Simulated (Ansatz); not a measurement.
Predict the output of the script below (Ansatz 0.2.0, Python API).

`ch5bclfosi.xyz`
```text
11

O     1.27370    0.33820   -1.48770
B     0.25180    0.18240   -0.42610
Si    0.77200   -0.72850    1.18740
C    -1.16750    0.70470   -0.60920
F    -2.11300   -0.37420   -0.47720
Cl   -1.61580    1.95940    0.60410
H     1.16950   -0.42410   -2.06050
H     0.02650   -1.92260    1.37130
H     0.61790    0.18070    2.39520
H     2.22530   -1.10250    1.12110
H    -1.37510    1.12940   -1.59780
```

Script `energy.py`:
```python
import json

import ansatz as az

geometry = az.Crystal.molecule_from_extxyz("ch5bclfosi.xyz")

calc = (
    geometry.calculation()
    .basis(gaussian="def2-SVP")
    .functional(az.LibraryFunctional("BHLYP"))
)
print(calc.to_yaml())
out = calc.run(threads=1, backend="cpu")
rep = out.report

print("reference energy %16.6f eV" % rep["reference_energy_ev"])
print("total energy     %16.6f eV" % rep["free_energy_ev"])
print("occupied orbitals outside the frozen core (up, down):", rep["n_occupied"], " frozen:", rep["n_frozen"], " virtual:", rep["n_virtual"])
with open("ch5bclfosi.json", "w") as handle:
    json.dump({k: rep[k] for k in ("free_energy_ev", "reference_energy_ev", "n_occupied", "n_virtual")}, handle, indent=1)
```

```console
$ python energy.py
crystal:
  periodic: [false, false, false]
  atoms:
    - { symbol: O, position_ang: [1.2737, 0.3382, -1.4877] }
    - { symbol: B, position_ang: [0.2518, 0.1824, -0.4261] }
    - { symbol: Si, position_ang: [0.772, -0.7285, 1.1874] }
    - { symbol: C, position_ang: [-1.1675, 0.7047, -0.6092] }
    - { symbol: F, position_ang: [-2.113, -0.3742, -0.4772] }
    - { symbol: Cl, position_ang: [-1.6158, 1.9594, 0.6041] }
    - { symbol: H, position_ang: [1.1695, -0.4241, -2.0605] }
    - { symbol: H, position_ang: [0.0265, -1.9226, 1.3713] }
    - { symbol: H, position_ang: [0.6179, 0.1807, 2.3952] }
    - { symbol: H, position_ang: [2.2253, -1.1025, 1.1211] }
    - { symbol: H, position_ang: [-1.3751, 1.1294, -1.5978] }
basis:
  gaussian:
    orbitals: def2-SVP
hamiltonian:
  xc:
    name: BHLYP

reference energy    -26943.854294 eV
total energy        -26943.854294 eV
occupied orbitals outside the frozen core (up, down): [32, 32]  frozen: 0  virtual: [85, 85]
```

It writes `ch5bclfosi.json`:
```json
{
 "free_energy_ev": -26943.85429406346,
 "reference_energy_ev": -26943.85429406346,
 "n_occupied": [
  32,
  32
 ],
 "n_virtual": [
  85,
  85
 ]
}
```

Notes:
- Total energies depend on the basis set; only differences at equal settings carry meaning.
- The geometry is a force-field or estimated start, not a minimum of this method, and the basis set is short of its limit.
- Run time: 6.1 s on 1 thread of Arm Neoverse V2, on a shared host, peak memory 0.31 GiB.
